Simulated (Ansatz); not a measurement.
The system is KNi.

```xyz
2
Lattice="3.6605 0.0000 0.0000 0.0000 3.6605 0.0000 0.0000 0.0000 3.4789" Properties=species:S:1:pos:R:3 pbc="T T T"
K     0.0000    0.0000    0.0000
Ni    1.8302    1.8302    1.7394
```

The cell was built by a generator and needn't be a form met in nature.

* Program: Ansatz 0.2.0
* Task: single point
* Functional: PBE
* Potentials or basis: all-electron LAPW, scalar-relativistic
* Cutoff: 162 eV (chosen from the basis error)
* Basis error allowed: 0.001 eV/atom
* k mesh: 7 × 7 × 8
* Occupations: fermi-dirac, width 0.05 eV
* Spin: collinear spin, ferromagnetic start
* Starting moments: [0.0, 1.0] μB

On this cell: pressure 4.5 GPa; largest force under 0.003 eV/Å; net moment 0.74 μB per cell; site moments K -0.01; Ni +0.78 μB; band gap on the k mesh none (metal or under the smearing width).

The same run follows on a disturbed copy (atoms moved at random, drawn with an rms of 0.05 Å):

```
K Ni
1.0
     3.66048    0.00000    0.00000
     0.00000    3.66048    0.00000
     0.00000    0.00000    3.47889
K Ni
1 1
Direct
  0.99730 0.99721 0.00259
  0.50568 0.50038 0.52634
```

Task: What does the disturbed cell give?

Result: The energy (extrapolated to zero smearing) moves by +4.1 meV/atom; pressure 4.5 GPa; largest force 0.184 eV/Å; net moment 0.74 μB per cell; site moments K -0.01; Ni +0.78 μB; band gap on the k mesh none (metal or under the smearing width).

Forces on the atoms (eV/Å):
```
K    0.074  0.028  0.166
Ni  -0.074 -0.028 -0.166
```

Stress tensor (GPa, compression positive):
```
4.99 0.01 0.03
0.01 5.01 0.01
0.03 0.01 3.56
```
